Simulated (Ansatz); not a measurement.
**CHBGe (triplet): the correlation ladder, cc-pVDZ**

Aim: climb from Hartree-Fock through coupled cluster and multireference methods for CHBGe (triplet) at one geometry and basis, and see what each rung misses.

Computed with Ansatz 0.2.0, Gaussian basis. Level: cc-pVDZ, core rule «outside noble gas», up to 16 orbitals frozen.

To be run: UHF; CCSD(T) on ROHF; CCSD(T) on UHF; BCCD(T) on ROHF; CISD; CCSDT(Q) on ROHF; CCSDT(Q) on UHF; CASSCF and NEVPT2, 10 electrons in 10 orbitals.

19 further runs of the same task are left out: 9 that didn't finish, 10 set aside as unsound or not needed.

## 1. What is computed

The geometry is a PBE0/def2-TZVP stationary point (not a proven minimum) of the parent state, kept for this charge and spin. No spin-orbit coupling is included. The filled d shell of Ge may be among the frozen orbitals whatever the setting's name suggests; the logs give the count.

4 atoms, charge 0, spin multiplicity 3.

Atoms are counted from 1 here; the program's logs count them from 0.

Bond lengths: B1–Ge2 1.925 Å, B1–C3 1.361 Å, Ge2–C3 2.107 Å, C3–H4 1.076 Å. Angles: Ge2–B1–C3 77.7°, B1–Ge2–C3 39.1°, B1–C3–Ge2 63.2°, B1–C3–H4 171.1°, Ge2–C3–H4 125.7°.

Coordinates:

```xyz
4
charge 0, multiplicity 3
B     0.00000   -0.92205   -1.18552
Ge    0.00000    0.05745    0.47204
C     0.00000    0.37096   -1.61140
H     0.00000    1.32881   -2.10189
```

## 2. UHF

File in.yaml:

```yaml
crystal:
  periodic: [false, false, false]
  atoms:
    - {symbol: B, position_ang: [0.000000, -0.922053, -1.185524]}
    - {symbol: Ge, position_ang: [0.000000, 0.057455, 0.472045]}
    - {symbol: C, position_ang: [0.000000, 0.370957, -1.611405]}
    - {symbol: H, position_ang: [0.000000, 1.328811, -2.101887]}
basis:
  gaussian: {orbitals: cc-pVDZ}
magnetization: {spin_polarized: true, initial_magnetization: 2}
hamiltonian: {xc: hf}
output: {orbitals: {seedname: orbitals}}
```

Command:

```sh
> ansatz run in.yaml --threads 1 --pin off --events-out ev --progress --plain --max-ram 2393MiB
```

After this run come: CCSD(T) on ROHF; CCSD(T) on UHF; BCCD(T) on ROHF; CISD; CCSDT(Q) on ROHF; CCSDT(Q) on UHF; CASSCF and NEVPT2, 10 electrons in 10 orbitals.

Q: Predict the results of all the runs planned. Wanted: UCCSDT(Q) below the RHF energy; RMP2 from UCCSDT(Q); UMP2 from UCCSDT(Q); RCCSD from UCCSDT(Q); RCCSD(T) from UCCSDT(Q); UCCSD(T) from UCCSDT(Q); RCCSDT(Q) from UCCSDT(Q); NEVPT2 frontier from UCCSDT(Q); T1 diagnostic.

**Answer**, as computed:

| quantity | value |
| --- | --- |
| UCCSDT(Q) below the RHF energy | -8.4114 eV |
| RMP2 from UCCSDT(Q) | +1176.9 meV |
| UMP2 from UCCSDT(Q) | +1385.3 meV |
| RCCSD from UCCSDT(Q) | +522.4 meV |
| RCCSD(T) from UCCSDT(Q) | +88.0 meV |
| UCCSD(T) from UCCSDT(Q) | +96.6 meV |
| RCCSDT(Q) from UCCSDT(Q) | +6.6 meV |
| NEVPT2 frontier from UCCSDT(Q) | +1219.0 meV |
| levels within 1 kcal/mol (43 meV) | RCCSDT(Q) |
| T1 diagnostic | 0.051 |

RCCSD(T) misses by +88.0 meV, 1.0 % of the correlation energy. These misses are within one basis, not against nature; the frozen cores of restricted and unrestricted runs differ, which can shift their rows.
